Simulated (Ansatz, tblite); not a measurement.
# Si(SH)2Cl2 (Cl2H2S2Si): spin-state energies by level

Is the singlet the ground state of Si(SH)2Cl2 (Cl2H2S2Si)? Other spin states are computed and compared level by level.

Computed with Ansatz 0.2.0, Gaussian basis. Level: as each input shows.

Plan: triplet, at the geometry of the singlet (GFN1-xTB, GFN2-xTB, PBE0-D4/def2-TZVP, PBE-D4/def2-TZVP, r2SCAN-D4/def2-TZVP); the singlet's energies come from earlier runs.

## (1) The relaxed structure

The singlet was relaxed beforehand with PBE-D4/def2-SVP.

7 atoms, charge 0, spin multiplicity 1.

Bond lengths: Si1–S2 2.136 Å, Si1–S4 2.136 Å, Si1–Cl6 2.077 Å, Si1–Cl7 2.077 Å, S2–H3 1.364 Å, S4–H5 1.364 Å. Angles: S2–Si1–S4 104.5°, S2–Si1–Cl6 109.3°, S2–Si1–Cl7 114.0°, S4–Si1–Cl6 114.0°, S4–Si1–Cl7 109.3°, Cl6–Si1–Cl7 106.0°, Si1–S2–H3 93.0°, Si1–S4–H5 93.0°.

## (2) Triplet at the fixed geometry, GFN1-xTB

Tight binding, by tblite at 300 K electronic temperature and without a spin-polarisation term:

```python
tblite.interface.Calculator('GFN1-xTB', numbers, positions, charge=0, uhf=2).singlepoint()
```

Energy -511.6569 eV; 0.01 s.

## (3) Triplet at the fixed geometry, GFN2-xTB

Tight binding, by tblite at 300 K electronic temperature and without a spin-polarisation term:

```python
tblite.interface.Calculator('GFN2-xTB', numbers, positions, charge=0, uhf=2).singlepoint()
```

Energy -497.0028 eV; 0.009 s.

## (4) Triplet at the fixed geometry, PBE0-D4/def2-TZVP

The input, in.yaml:

```yaml
crystal:
  periodic: [false, false, false]
  atoms:
    - {symbol: Si, position_ang: [-0.107680, 0.001805, -0.075762]}
    - {symbol: S, position_ang: [-0.005343, -0.187249, 2.049206]}
    - {symbol: H, position_ang: [-1.230438, 0.383781, 2.230707]}
    - {symbol: S, position_ang: [1.930036, 0.157552, -0.696388]}
    - {symbol: H, position_ang: [1.674483, -0.391309, -1.918411]}
    - {symbol: Cl, position_ang: [-1.267069, 1.654805, -0.564162]}
    - {symbol: Cl, position_ang: [-0.993999, -1.619385, -1.025190]}
basis:
  gaussian: {orbitals: def2-TZVP}
magnetization: {spin_polarized: true, initial_magnetization: 2}
hamiltonian: {xc: pbe0, dispersion: d4}
scf: {omitted_lower_state_checks: [starts]}
output: {orbitals: {seedname: orbitals}}
```

The run is started by

```sh
ansatz run in.yaml --threads 4 --pin off --events-out ev --progress --plain --max-ram 3916MiB
```

The log of the run:

```text
Functional definition: PBE0
  name "PBE0"
  cite "Adamo & Barone, J. Chem. Phys. 110, 6158 (1999) doi:10.1063/1.478522"
  cite "Perdew, Burke & Ernzerhof, Phys. Rev. Lett. 77, 3865 (1996) doi:10.1103/PhysRevLett.77.3865"
  parent pbe
  parameter a = 0.25
  parameter kappa = 0.804
  parameter beta = 0.06672455060314922
  exchange = (1 - a)*pbe_x(kappa = kappa, mu = beta*pi^2/3) + a*exact_x
  correlation = pbe_c(beta = beta)
these checks for a lower state are left out or cut short: starts
1434 factors; their error is unknown
mean field evaluation 1: about -54607.0213 eV, gradient 1.3e1 eV
mean field evaluation 2: about -54606.8388 eV, gradient 1.5e1 eV
mean field evaluation 4: about -54607.8835 eV, gradient 3.4e0 eV
mean field evaluation 8: about -54607.9816 eV, gradient 2.9e-1 eV
mean field evaluation 16: about -54608.1870 eV, gradient 1.9e-1 eV
mean field -54608.34158594 eV, -2006.8195384199 hartree, gradient 2.4e-5 eV, S^2 2.007632; 0 other end points of the search recorded, 0 dependent functions left out
reference -54608.34161703 eV, -2006.8195395624 hartree; 42, 40 occupied and 155, 157 virtual orbitals, 1434 factors
Total energy: -54608.62214900 eV, -2006.8298489220 hartree
Checks for a lower state left out: starts
```

Wall time 9.5 s (4 threads of Arm Neoverse V2, shared host); peak memory 0.89 GiB.

From the report: HOMO -3.03 eV, LUMO -6.19 eV (over both spins; with the spin held, an empty level of the minority spin lies below the top filled one); ⟨S²⟩ 2.008 (pure: 2.00).

## (5) Triplet at the fixed geometry, PBE-D4/def2-TZVP

start.molden holds the orbitals of an earlier run on this state, given as this run's starting guess.

in.yaml, as its differences from that of step 4:

```diff
@@ -11,5 +11,5 @@
 basis:
-  gaussian: {orbitals: def2-TZVP}
+  gaussian: {orbitals: def2-TZVP, initial_orbitals: start.molden}
 magnetization: {spin_polarized: true, initial_magnetization: 2}
-hamiltonian: {xc: pbe0, dispersion: d4}
+hamiltonian: {xc: pbe, dispersion: d4}
 scf: {omitted_lower_state_checks: [starts]}
```

Launched as before.

The log of the run:

```text
Functional definition: PBE
  name "PBE"
  cite "Perdew, Burke & Ernzerhof, Phys. Rev. Lett. 77, 3865 (1996) doi:10.1103/PhysRevLett.77.3865"
  parent pbe
  parameter kappa = 0.804
  parameter beta = 0.06672455060314922
  exchange = pbe_x(kappa = kappa, mu = beta*pi^2/3)
  correlation = pbe_c(beta = beta)
these checks for a lower state are left out or cut short: starts
1374 factors; their error is unknown
mean field evaluation 1: about -54603.8947 eV, gradient 1.2e1 eV
mean field evaluation 2: about -54604.0813 eV, gradient 5.0e-1 eV
mean field evaluation 4: about -54604.1415 eV, gradient 7.3e-1 eV
mean field evaluation 8: about -54604.2403 eV, gradient 8.8e-2 eV
mean field evaluation 16: about -54604.2405 eV, gradient 5.1e-4 eV
mean field -54604.24047535 eV, -2006.6688253857 hartree, gradient 2.8e-6 eV, S^2 2.003046; 0 other end points of the search recorded, 0 dependent functions left out
reference -54604.24051502 eV, -2006.6688268434 hartree; 42, 40 occupied and 155, 157 virtual orbitals, 1374 factors
Total energy: -54604.56533457 eV, -2006.6807637416 hartree
Checks for a lower state left out: starts
```

Run time: 5.5 s. Hardware: 4 threads of Arm Neoverse V2, shared host.

HOMO -2.13 eV, LUMO -7.02 eV (over both spins; with the spin held, an empty level of the minority spin lies below the top filled one); ⟨S²⟩ 2.003 (pure: 2.00).

## (6) Triplet at the fixed geometry, r2SCAN-D4/def2-TZVP

in.yaml, as its differences from that of step 5:

```diff
@@ -13,3 +13,3 @@
 magnetization: {spin_polarized: true, initial_magnetization: 2}
-hamiltonian: {xc: pbe, dispersion: d4}
+hamiltonian: {xc: r2scan, dispersion: d4}
 scf: {omitted_lower_state_checks: [starts]}
```

Same command.

The log of the run (excerpt; [...] marks lines left out):

```text
Functional definition: r2SCAN
  name "r2SCAN"
  cite "Furness, Kaplan, Ning, Perdew & Sun, J. Phys. Chem. Lett. 11, 8208 (2020) doi:10.1021/acs.jpclett.0c02405"
  cite "Furness, Kaplan, Ning, Perdew & Sun, J. Phys. Chem. Lett. 11, 9248 (2020) doi:10.1021/acs.jpclett.0c03077"
  parent r2scan
[...]
1374 factors; their error is unknown
[...]
mean field -54623.77191293 eV, -2007.3865924777 hartree, gradient 2.0e-6 eV, S^2 2.008783; 0 other end points of the search recorded, 0 dependent functions left out
reference -54623.77192557 eV, -2007.3865929424 hartree; 42, 40 occupied and 155, 157 virtual orbitals, 1374 factors
Total energy: -54623.84557431 eV, -2007.3892994834 hartree
Checks for a lower state left out: starts
```

It took 14 s on 4 threads of Arm Neoverse V2, shared host.

From the report: HOMO -2.30 eV, LUMO -6.97 eV (over both spins; with the spin held, an empty level of the minority spin lies below the top filled one); ⟨S²⟩ 2.009 (pure: 2.00).

## (7) Triplet less singlet, vertical

The singlet's energies are those of its earlier runs, whose logs aren't repeated here.

| level | triplet less singlet, vertical (eV) | time |
| --- | --- | --- |
| GFN1-xTB | +6.892 | 0.017 s |
| GFN2-xTB | +5.230 | 0.015 s |
| PBE-D4/def2-TZVP | +4.935 | 7.5 s |
| r2SCAN-D4/def2-TZVP | +5.249 | 18 s |
| PBE0-D4/def2-TZVP | +5.353 | 12 s |

Times add the two runs; a level without a time comes out of a correlated run. Tight binding without a spin term can't rank spin states.

## (8) Results

```
                                                quantity                                   value
triplet less singlet, vertical, functionals in def2-TZVP  +4.935 (PBE-D4) to +5.353 eV (PBE0-D4)
```

In words: All functionals put the triplet above the singlet, over a spread of 0.418 eV. The checks for a lower triplet were left out, so another state of that spin may lie lower. These are electronic energies, without zero-point motion, entropy or surroundings.
